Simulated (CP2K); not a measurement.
The system is SiO.

```
Si O
1.0
     2.80697    0.00000    0.00000
     0.00000    2.80697    0.00000
     0.00000    0.00000    2.80697
Si O
1 1
Direct
  0.00000 0.00000 0.00000
  0.50000 0.50000 0.50000
```

The cell was built by a generator and needn't be a form met in nature.

Base run:

| Quantity | Value |
| --- | --- |
| Program | CP2K 2026.2 |
| Functional | PBE |
| Potentials or basis | POTENTIAL_UZH Si GTH-PBE-q4, O GTH-PBE-q6; TZVP-MOLOPT-PBE-GTH basis |
| Density cutoff | 8163 eV |
| k mesh | 9 × 9 × 9 |
| Occupations | fermi-dirac, width 0.05 eV |
| Spin | no spin polarisation |

Its results: band gap on the k mesh none (metal or under the smearing width); pressure 0.3 GPa.

Question: The run is repeated on the same cell with these changes: functional from PBE to PBEsol; occupations from fermi-dirac, width 0.05 eV to fermi-dirac, width 0.01 eV. What comes out?

Answer: Band gap on the k mesh none (metal or under the smearing width); pressure -3.5 GPa.

Caveats: the basis of atomic orbitals isn't converged, which shifts pressures, moduli and gaps; the potentials were made for another functional, which shifts forces and pressure (some runs).

Not every run made on this cell is shown here.
